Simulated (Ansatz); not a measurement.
# NbTe (P-6m2) in Ansatz: convergence with wavefunction cutoff

Aim: find how far wavefunction cutoff must go before the results for NbTe settle, at r2SCAN. This setting moves, with any that are tied to it; all else stays.

Program: Ansatz 0.2.0. These are calculated values, not measurements. Logs are shortened: lines on timing, memory, paths and dates and some standing lists are left out, and cuts for length are marked.

## Step 1: The crystal as given

Symmetry: P-6m2, No. 187, hexagonal system. Conventional cell: a = 3.703 Å, b = 3.703 Å, c = 3.694 Å, α = 90.00°, β = 90.00°, γ = 120.00°. Te (site symmetry -6m2) has 6 Nb at 2.83 Å as nearest neighbours. Nb (site symmetry -6m2) has 6 Te at 2.83 Å as nearest neighbours.

The cell comes from a database or a generator and needn't be the stable form of this composition.

## Step 2: With wavefunction cutoff 400 eV

File input.yaml:

```yaml
crystal:
  lattice:
    - [3.7029743866, 0.0, 0.0]
    - [-1.8514871933, 3.2068698884, 0.0]
    - [0.0, 0.0, 3.694211]
  atoms:
    - { symbol: Te, position: [0.6666666667, 0.3333333333, 0.0] }
    - { symbol: Nb, position: [0.0, 0.0, 0.5] }
hamiltonian:
  xc: r2scan
  pseudopotentials: { kind: nc_fr, accuracy: standard }
magnetization:
  noncollinear: true
  spin_orbit: true
kpoints:
  mp_grid: { grid: [7, 7, 6] }
scf:
  occupations: { method: methfessel_paxton, width: 0.05 }
output:
  forces: true
  stress: true
  eigenvalues: true
basis:
  ecutwfc: "400 eV"
```

Potentials or basis: PseudoDojo standard (PBE files).

Started as:

```sh
ansatz run input.yaml --threads 2 --pin off --max-ram 5632MiB --backend cpu --events-out ev --progress --plain --runs-dir out
```

Wall time 8.1 s (2 threads of AMD EPYC 7R43 (Zen 3), shared host); peak memory 0.46 GiB.

What came out:

| Property | Result |
| --- | --- |
| Free energy | -4513.0697 eV |
| Pressure | -3.3 GPa |
| Band gap on the k mesh | none (metal or under the smearing width) |

## Step 3: With wavefunction cutoff 500 eV

input.yaml: that of step 2 with these lines changed.

```diff
@@ -23,2 +23,2 @@
 basis:
-  ecutwfc: "400 eV"
+  ecutwfc: "500 eV"
```

Potentials or basis: PseudoDojo standard (PBE files).

Started as:

```sh
ansatz run input.yaml --threads 2 --pin off --max-ram 5632MiB --backend cpu --events-out ev --progress --plain --runs-dir out
```

Wall time 11 s (2 threads of AMD EPYC 7R43 (Zen 3), shared host); peak memory 0.52 GiB.

Results:

| Item | Value |
| --- | --- |
| Free energy | -4575.6468 eV |
| Pressure | -3.3 GPa |
| Band gap on the k mesh | none (metal or under the smearing width) |

## Step 4: With wavefunction cutoff 600 eV

input.yaml: that of step 3 with these lines changed.

```diff
@@ -23,2 +23,2 @@
 basis:
-  ecutwfc: "500 eV"
+  ecutwfc: "600 eV"
```

Started as:

```sh
ansatz run input.yaml --threads 2 --pin off --max-ram 5632MiB --backend cpu --events-out ev --progress --plain --runs-dir out
```

Wall time 13 s (2 threads of AMD EPYC 7R43 (Zen 3), shared host); peak memory 0.57 GiB.

What came out:

```yaml
Free_energy: -4600.6168 eV
Pressure: -2.5 GPa
Band_gap_on_the_k_mesh: none (metal or under the smearing width)
```

## Step 5: With wavefunction cutoff 700 eV

input.yaml: that of step 4 with these lines changed.

```diff
@@ -23,2 +23,2 @@
 basis:
-  ecutwfc: "600 eV"
+  ecutwfc: "700 eV"
```

Started as:

```sh
ansatz run input.yaml --threads 2 --pin off --max-ram 5632MiB --backend cpu --events-out ev --progress --plain --runs-dir out
```

Run time: 12 s. Hardware: 2 threads of AMD EPYC 7R43 (Zen 3), shared host; peak memory 0.63 GiB.

Results:

* Free energy: -4608.4413 eV
* Pressure: -2.3 GPa
* Band gap on the k mesh: none (metal or under the smearing width)

## Step 6: With wavefunction cutoff 850 eV

input.yaml: that of step 5 with these lines changed.

```diff
@@ -23,2 +23,2 @@
 basis:
-  ecutwfc: "700 eV"
+  ecutwfc: "850 eV"
```

Potentials or basis: PseudoDojo standard (PBE files).

Started as:

```sh
ansatz run input.yaml --threads 2 --pin off --max-ram 5632MiB --backend cpu --events-out ev --progress --plain --runs-dir out
```

Run time: 17 s. Hardware: 2 threads of AMD EPYC 7R43 (Zen 3), shared host; peak memory 0.75 GiB.

Results (log left out):

| Item | Value |
| --- | --- |
| Free energy | -4610.5485 eV |
| Pressure | -2.3 GPa |
| Band gap on the k mesh | none (metal or under the smearing width) |

## Step 7: With wavefunction cutoff 1000 eV

input.yaml: that of step 6 with these lines changed.

```diff
@@ -23,2 +23,2 @@
 basis:
-  ecutwfc: "850 eV"
+  ecutwfc: "1000 eV"
```

Started as:

```sh
ansatz run input.yaml --threads 2 --pin off --max-ram 5632MiB --backend cpu --events-out ev --progress --plain --runs-dir out
```

Run time: 22 s. Hardware: 2 threads of AMD EPYC 7R43 (Zen 3), shared host; peak memory 0.89 GiB.

It converged, with:

| Property | Result |
| --- | --- |
| Free energy | -4610.6821 eV |
| Pressure | -2.3 GPa |
| Band gap on the k mesh | none (metal or under the smearing width) |

## Step 8: With wavefunction cutoff 1200 eV

input.yaml: that of step 7 with these lines changed.

```diff
@@ -23,2 +23,2 @@
 basis:
-  ecutwfc: "1000 eV"
+  ecutwfc: "1200 eV"
```

Started as:

```sh
ansatz run input.yaml --threads 2 --pin off --max-ram 5632MiB --backend cpu --events-out ev --progress --plain --runs-dir out
```

It took 30 s on 2 threads of AMD EPYC 7R43 (Zen 3), shared host; peak memory 1.1 GiB.

The run converged. Its results:

* Free energy: -4610.6887 eV
* Pressure: -2.3 GPa
* Band gap on the k mesh: none (metal or under the smearing width)

## Step 9: With wavefunction cutoff 1400 eV

input.yaml: that of step 8 with these lines changed.

```diff
@@ -23,2 +23,2 @@
 basis:
-  ecutwfc: "1200 eV"
+  ecutwfc: "1400 eV"
```

Potentials or basis: PseudoDojo standard (PBE files).

Started as:

```sh
ansatz run input.yaml --threads 2 --pin off --max-ram 5632MiB --backend cpu --events-out ev --progress --plain --runs-dir out
```

It took 35 s on 2 threads of AMD EPYC 7R43 (Zen 3), shared host; peak memory 1.3 GiB.

Results (log left out):

- Free energy: -4610.6901 eV
- Pressure: -2.3 GPa
- Band gap on the k mesh: none (metal or under the smearing width)

## Step 10: With wavefunction cutoff 1700 eV

input.yaml: that of step 9 with these lines changed.

```diff
@@ -23,2 +23,2 @@
 basis:
-  ecutwfc: "1400 eV"
+  ecutwfc: "1700 eV"
```

Potentials or basis: PseudoDojo standard (PBE files).

Started as:

```sh
ansatz run input.yaml --threads 2 --pin off --max-ram 5632MiB --backend cpu --events-out ev --progress --plain --runs-dir out
```

The log of the run:

```text
Warning: hamiltonian.xc reads the kinetic-energy density τ on the library's norm-conserving files, and those of Te, Nb were made for PBE. This build holds files of Te, Nb that were made for r²SCAN, which a deck under this functional can read where it names no table (hamiltonian.pseudopotentials.accuracy or source), types no xc_functional and has no exact exchange, max_exx_coeff or level of output.embedding that keeps them out. To compare such runs, type hamiltonian.pseudopotentials: {kind: paw, frozen_core: stored} on both or, where PAW refuses one, {kind: nc, accuracy: standard}
Warning: RAYON_NUM_THREADS=2 ignored (pool sized by the plan → 2); use --threads N
Engine: ansatz 0.2.0, x86_64-unknown-linux-gnu
Pseudopotentials: kind: nc_fr
Pseudopotential: Te, nc_fr, valence charge 16, recommended cutoff 1088.45545 eV (normal), Te.nc_fr.azcp (PseudoDojo's, or run here from an input of PseudoDojo's; its table is named by hamiltonian.pseudopotentials.accuracy)
Pseudopotential: Nb, nc_fr, valence charge 13, recommended cutoff 1115.666836 eV (normal), Nb.nc_fr.azcp (PseudoDojo's, or run here from an input of PseudoDojo's; its table is named by hamiltonian.pseudopotentials.accuracy)
Functional definition: r2SCAN
  parameter k0 = 0.174
  parameter k1 = 0.065
  parameter a1 = 4.9479
  exchange = r2scan_x(k0 = k0, k1 = k1, a1 = a1)
  correlation = r2scan_c
non-collinear run that drives no moment, with spin-orbit: no starting moment large enough to seed its density (crystal.atoms[].spin), no starting occupations that ask for one, no magnetisation constraint and no magnetic field, so the semilocal B_xc is pinned to zero
Crystal: 2 atoms, lattice volume = 43.869 Å³
Basis set: ecut = 1700 eV, 7045 PW (Γ), exchange–correlation on 200×200×200 points (64 copies of the dense FFT grid, shifted against one another)
Bands: 38, of which v1, the nominal top of the filled ones, is band 29 counted from 1 (28 counted from 0)
Symmetry: 12 space group operations + 12 with time reversal
Magnetic group: BNS 187.210 (UNI 1440), of the structure as read, at distance tolerance 3.5e-5 Å
k-points: 32 of 294 (time reversal used)
Projection manifold: j_resolved (fully-relativistic pseudo-atomic orbitals)
Non-local potential: Te, projectors of the file, l = 0: 2, l = 1: 4, l = 2: 4, l = 3: 4
Non-local potential: Nb, projectors of the file, l = 0: 2, l = 1: 4, l = 2: 4
Initial density: superposition of atomic densities (chi_scale 0.1, normalization cell, long waves kept (reshape's long-wave potential 0.00 eV rms))
Initial wavefunctions: pseudopotential atomic-orbital guess
Functional: x = r2scan, c = r2scan; τ floored in thin density (d = 2e-4 eV/Å³)
iter 1 solved again at ethr=1.36e-3 eV; its pass at ethr=3.10e-3 eV (dr2=3.94e-1 eV) is discarded
SCF iter   1: F=—  HF=-4610.674513 eV  |F-HF|=—  |Δ(HF+E_count)|=         —  Δρ=3.19e-2  dr2=3.98e-1  dr2_τ=9.75e-3  dr2_m=0.00e0 (ungated)  ethr=1.36e-3  |M|=0.00e0 ∫|m|=0.00e0 μB  |m|>n=0.0e0 m-floor=0.0e0 τ_xc=0.0e0  β_m=0.30  ⟨swp⟩=1.4  Hψ=8263  notcnv=0
preconditioner: auto → none  [metal: Δε(μ)=0.025 eV  Ē_g=7.995 eV  σ=0.050 eV  W_gap=0.38  n_scr=8 (ndim 8)  ℏωp=18.6 eV  f_vac=0.000  D(μ)=1.73/eV (n_scr^D=20)  sad-step TF]
SCF iter   2: F=—  HF=-4610.689999 eV  |F-HF|=—  |Δ(HF+E_count)|=   1.55e-2  S|Δr|=    0.00e0  Δρ=2.48e-2  dr2=2.46e-1  dr2_τ=6.29e-3  dr2_m=0.00e0 (ungated)  ethr=1.36e-3  |M|=0.00e0 ∫|m|=0.00e0 μB  |m|>n=0.0e0 m-floor=0.0e0 τ_xc=0.0e0  β_m=0.59  ⟨swp⟩=2.1  Hψ=1496  notcnv=0
SCF iter   3: F=—  HF=-4610.691894 eV  |F-HF|=—  |Δ(HF+E_count)|=   1.90e-3  S|Δr|=    0.00e0  Δρ=4.40e-3  dr2=1.15e-2  dr2_τ=1.95e-3  dr2_m=0.00e0 (ungated)  ethr=8.48e-4  |M|=0.00e0 ∫|m|=0.00e0 μB  |m|>n=0.0e0 m-floor=0.0e0 τ_xc=0.0e0  β_m=0.67  ⟨swp⟩=4.0  Hψ=2592  notcnv=0
SCF iter   4: F=—  HF=-4610.693132 eV  |F-HF|=—  |Δ(HF+E_count)|=   1.24e-3  S|Δr|=    0.00e0  Δρ=2.00e-3  dr2=2.92e-3  dr2_τ=5.18e-4  dr2_m=0.00e0 (ungated)  ethr=3.97e-5  |M|=0.00e0 ∫|m|=0.00e0 μB  |m|>n=0.0e0 m-floor=0.0e0 τ_xc=0.0e0  β_m=0.59  ⟨swp⟩=2.2  Hψ=1917  notcnv=0  defer=24
SCF iter   5: F=—  HF=-4610.692774 eV  |F-HF|=—  |Δ(HF+E_count)|=   3.58e-4  S|Δr|=    0.00e0  Δρ=8.31e-4  dr2=3.55e-4  dr2_τ=1.18e-4  dr2_m=0.00e0 (ungated)  ethr=1.01e-5  |M|=0.00e0 ∫|m|=0.00e0 μB  |m|>n=0.0e0 m-floor=0.0e0 τ_xc=0.0e0  β_m=0.57  ⟨swp⟩=2.1  Hψ=1775  notcnv=0  defer=24
SCF iter   6: F=—  HF=-4610.692815 eV  |F-HF|=—  |Δ(HF+E_count)|=   4.15e-5  S|Δr|=    0.00e0  Δρ=2.67e-4  dr2=2.32e-5  dr2_τ=1.49e-5  dr2_m=0.00e0 (ungated)  ethr=1.22e-6  |M|=0.00e0 ∫|m|=0.00e0 μB  |m|>n=0.0e0 m-floor=0.0e0 τ_xc=0.0e0  β_m=0.69  ⟨swp⟩=2.0  Hψ=1485  notcnv=0  defer=24
SCF iter   7: F=—  HF=-4610.692688 eV  |F-HF|=—  |Δ(HF+E_count)|=   1.28e-4  S|Δr|=    0.00e0  Δρ=5.90e-5  dr2=1.11e-6  dr2_τ=1.41e-7  dr2_m=0.00e0 (ungated)  ethr=7.99e-8  |M|=0.00e0 ∫|m|=0.00e0 μB  |m|>n=0.0e0 m-floor=0.0e0 τ_xc=0.0e0  β_m=0.67  ⟨swp⟩=2.0  Hψ=1519  notcnv=0  defer=24
SCF iter   8: F=-4610.692689 eV  HF=-4610.692689 eV  |F-HF|=7.66e-8  |Δ(HF+E_count)|=   1.80e-6  S|Δr|=    0.00e0  Δρ=1.28e-5  dr2=3.47e-8  dr2_τ=2.05e-8  dr2_m=0.00e0 (ungated)  ethr=3.45e-10  |M|=0.00e0 ∫|m|=0.00e0 μB  |m|>n=0.0e0 m-floor=0.0e0 τ_xc=0.0e0  ⟨swp⟩=9.1  Hψ=7105  notcnv=0
SCF 1 converged in 8 iterations: F = -4610.692689 eV  dr2 = 3.47e-8
SCF converged after 8 iterations
Stability not checked: this state was not tested for a lower state beside it, because cold or Methfessel-Paxton smearing, or corrected tetrahedra, fill the levels in a way that the test cannot read (fill_not_monotonic; see scf.lower_state_search)
Magnetization: |M| = 0.0000 μB,  M = (+0.0000, +0.0000, +0.0000) μB
Absolute magnetization: 0.0000 μB (∫|m|)
  site 0: m = (+0.0000, +0.0000, +0.0000) μB, |m| = 0.0000 μB  (R = 1.17 Å)
  site 1: m = (+0.0000, +0.0000, +0.0000) μB, |m| = 0.0000 μB  (R = 1.17 Å)
Free energy (F): -4610.692689 eV
Harris-Foulkes:  -4610.692689 eV  (|F-HF|=7.66e-8)
Internal energy: -4610.692890 eV  (E = F + TS)
E sigma→0 (E₀):  -4610.692740 eV
Entropy (-TS):   0.000201 eV (0.100 meV/atom)
Fermi energy:    16.029353 eV
Step filling:    the computed levels leave a gap of 0.0415 eV = 0.8 smearing widths at the electron count; against every level under it full and every level over it empty, smearing changes F+E_penalty+E_count by +0.246 meV and its σ→0 estimate by +0.196 meV
--- Per-component energies (eV) ---
  E_band       = -293.109768
  E_kinetic    = 2051.688763
  E_local      = -2748.100442  (includes V_loc(G=0)·N_el)
  E_nonlocal   = -586.002613
  E_hartree    = 851.232203
  E_xc         = -1092.404344
  E_vxc        = -769.095411  (∫ρ·V_xc dr)
  E_vtau       = 55.932433  (kinetic-family band-sum trace: ∫τ·v_τ [+ j·A + Jᵃ·Aᵃ] dr)
  E_ewald      = -3087.106456
  E_smearing   = 0.000201  (= −TS)
  E_closure    = -0.000000  (closes the sum)
  Σ components = -4610.692689   (vs F -4610.692689, Δ=0.00e0)
--- Forces (eV/Å), atoms counted from 1 ---
  atom   1  Te     0.00000000     0.00000000     0.00000000
  atom   2  Nb    -0.00000000     0.00000000     0.00000000
  max |Σ_I F_I| component: 3.70e-16 eV/Å
--- Stress (GPa, compression-positive) ---
       -2.326757       0.000000       0.000000
        0.000000      -2.326757       0.000000
        0.000000       0.000000      -2.145654
  P = ⅓ Tr σ = -2.2664 GPa (-22.664 kbar)
--- Band table (eV; the first three rows and the last of 32) ---
  k-point 0: bands = ["-41.4947", "-41.4947", "-23.2863", "-23.2863", "-23.2829", "-23.2829", "-21.8278", "-21.8278", "-21.8229", "-21.8229", "-21.8213", "-21.8213", "-18.2840", "-18.2840", "-16.2109", "-16.2109", "-16.0811", "-16.0811", "0.9857", "0.9857", "12.3635", "12.3635", "12.8261", "12.8261", "13.0701", "13.0701", "13.5368", "13.5368", "16.1778", "16.1778", "16.2559", "16.2559", "18.4071", "18.4071", "18.7231", "18.7231", "19.1021", "19.1021"]
  k-point 1: bands = ["-41.4933", "-41.4933", "-23.2871", "-23.2852", "-23.2828", "-23.2828", "-21.8269", "-21.8269", "-21.8261", "-21.8232", "-21.8197", "-21.8197", "-18.2918", "-18.2918", "-16.2305", "-16.2305", "-16.0782", "-16.0767", "1.2623", "1.2623", "11.0969", "11.0969", "12.6609", "12.6609", "12.9741", "13.0070", "14.6868", "14.6868", "15.6485", "15.6540", "15.6540", "15.7309", "18.6102", "18.6102", "18.9346", "19.0268", "19.8561", "19.8561"]
  k-point 2: bands = ["-41.4906", "-41.4906", "-23.2868", "-23.2850", "-23.2825", "-23.2825", "-21.8295", "-21.8266", "-21.8243", "-21.8243", "-21.8173", "-21.8173", "-18.3080", "-18.3080", "-16.2684", "-16.2684", "-16.0709", "-16.0695", "1.9263", "1.9263", "9.0446", "9.0446", "12.9121", "12.9121", "13.2836", "13.3363", "15.0546", "15.1505", "15.1507", "15.1507", "16.0109", "16.0109", "18.0944", "18.0944", "18.4433", "18.5123", "20.9348", "20.9348"]
  k-point 31: bands = ["-41.4799", "-41.4799", "-23.2851", "-23.2834", "-23.2786", "-23.2769", "-21.8424", "-21.8254", "-21.8213", "-21.8136", "-21.8135", "-21.8082", "-18.3508", "-18.3286", "-16.2940", "-16.2830", "-16.1748", "-16.1425", "3.1316", "3.1338", "9.3673", "9.7730", "9.8654", "10.0506", "11.1437", "11.5404", "14.7256", "14.7465", "17.3362", "17.3555", "17.7452", "17.7852", "18.1783", "18.2508", "18.8810", "18.9089", "20.0039", "20.0528"]
```

Wall time 53 s (2 threads of AMD EPYC 7R43 (Zen 3), shared host); peak memory 1.5 GiB.

What came out:

```
Free energy            : -4610.6927 eV
Pressure               : -2.3 GPa
Band gap on the k mesh : none (metal or under the smearing width)
```

## Step 11: Result

```tsv
wavefunction cutoff	energy less the tightest run, at zero smearing (meV/atom)	pressure (GPa)	SCF cycles	CPU time (s)	peak memory (GiB)
400 eV	48811.54	-3.26	9	16	0.46
500 eV	17522.90	-3.31	9	21	0.52
600 eV	5037.96	-2.45	8	26	0.57
700 eV	1125.70	-2.30	8	24	0.63
850 eV	72.09	-2.27	8	33	0.75
1000 eV	5.31	-2.27	8	43	0.89
1200 eV	1.99	-2.27	8	60	1.1
1400 eV	1.28	-2.27	8	69	1.3
1700 eV	0.00	-2.27	8	110	1.5
```

Against the tightest run, the pressure stays within 0.1 GPa from 700 eV on. Not settled before the last step: the energy (to 1 meV/atom). The tightest run that finished is the yardstick and may itself not be fully converged.

Caveats: the meta-GGA runs on potentials made for a GGA; the potentials were made for another functional, which shifts forces and pressure.
